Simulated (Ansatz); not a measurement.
# GeH4O (built from SMILES O.[GeH2]): a reaction path by the nudged elastic band

What path joins these two structures, and how high does it climb? Both ends were relaxed at PBE0-D4 in triple zeta.

The runs use Ansatz 0.2.0, Gaussian basis; PBE0-D4/def2-SVP.

16 further runs of the same task are left out: 16 set aside as unsound or not needed.

### Step 1. Where the work starts

The first end: 6 atoms, charge 0, spin multiplicity 1.

Atoms are counted from 1 here; the program's logs count them from 0.

Bond lengths: Ge1–O3 2.228 Å, Ge1–H4 1.605 Å, Ge1–H5 1.594 Å, H2–O3 0.963 Å, O3–H6 0.963 Å. Angles: O3–Ge1–H4 85.8°, O3–Ge1–H5 84.9°, H4–Ge1–H5 91.2°, Ge1–O3–H2 106.2°, Ge1–O3–H6 109.7°, H2–O3–H6 106.8°.

Coordinates:

```
Ge   -0.1565    0.6802    1.1431
H    -0.0064   -0.6984   -1.1298
O     0.1424   -1.0393   -0.2418
H     0.5383    1.5675    0.0004
H    -1.5771    0.8203    0.4333
H     1.0592   -1.3303   -0.2052
```

The second end:

```mol
GeH4O
  3D, bonds by distance, orders not assigned

  6  4  0  0  0  0  0  0  0  0999 V2000
   -0.0695    0.0535    1.0678 Ge  0  0
    0.1093    1.4382   -1.1599 H   0  0
   -0.0787   -1.4998    0.1712 O   0  0
    0.8115    1.5264   -0.9029 H   0  0
   -1.4887    0.4916    0.4752 H   0  0
    0.7160   -2.0099    0.3486 H   0  0
  1  3  8  0
  1  5  8  0
  2  4  8  0
  3  6  8  0
M  END
```

### Step 2. The band at PBE0-D4/def2-SVP

neb/in.yaml

```yaml
crystal:
  periodic: [false, false, false]
  atoms:
    - {symbol: Ge, position_ang: [-0.156454, 0.680228, 1.143107]}
    - {symbol: H, position_ang: [-0.006415, -0.698385, -1.129809]}
    - {symbol: O, position_ang: [0.142443, -1.039346, -0.241838]}
    - {symbol: H, position_ang: [0.538322, 1.567483, 0.000421]}
    - {symbol: H, position_ang: [-1.577102, 0.820292, 0.433282]}
    - {symbol: H, position_ang: [1.059208, -1.330271, -0.205163]}
basis:
  gaussian: {orbitals: def2-SVP}
hamiltonian: {xc: pbe0, dispersion: d4}
neb:
  images: 5
  climbing: true
  max_iterations: 40
  initial_path: idpp
  final_atoms:
    - {symbol: Ge, position_ang: [-0.069493, 0.053504, 1.067847]}
    - {symbol: H, position_ang: [0.109311, 1.438180, -1.159878]}
    - {symbol: O, position_ang: [-0.078730, -1.499815, 0.171213]}
    - {symbol: H, position_ang: [0.811519, 1.526445, -0.902938]}
    - {symbol: H, position_ang: [-1.488652, 0.491596, 0.475162]}
    - {symbol: H, position_ang: [0.716044, -2.009910, 0.348593]}
```

Started as:

```sh
$ ansatz run in.yaml --threads 2 --pin off --events-out ev --progress --plain --max-ram 4352MiB
```

Before running it: what results should come out? Wanted: from earlier runs: barrier over the separately found saddle, CCSD(T)/def2-TZVPP.

The runs gave:

```
                                                                       quantity                                                 value
                                                PBE0-D4/def2-SVP, 18 iterations  highest 97.3 kJ/mol (image 3), last end +13.0 kJ/mol
from earlier runs: barrier over the separately found saddle, CCSD(T)/def2-TZVPP                                          103.0 kJ/mol
```

**Reading.** The highest image lies 97.3 kJ/mol above the first end, and it climbed, so it estimates the saddle. The ends are not quite minima at this level (largest force component 0.38 eV/Å), so the heights are unreliable: relaxing the first end would lower it and raise the barrier above it. The highest image is 5.7 kJ/mol below the CCSD(T) barrier in triple zeta, which comes from separate runs on the saddle.
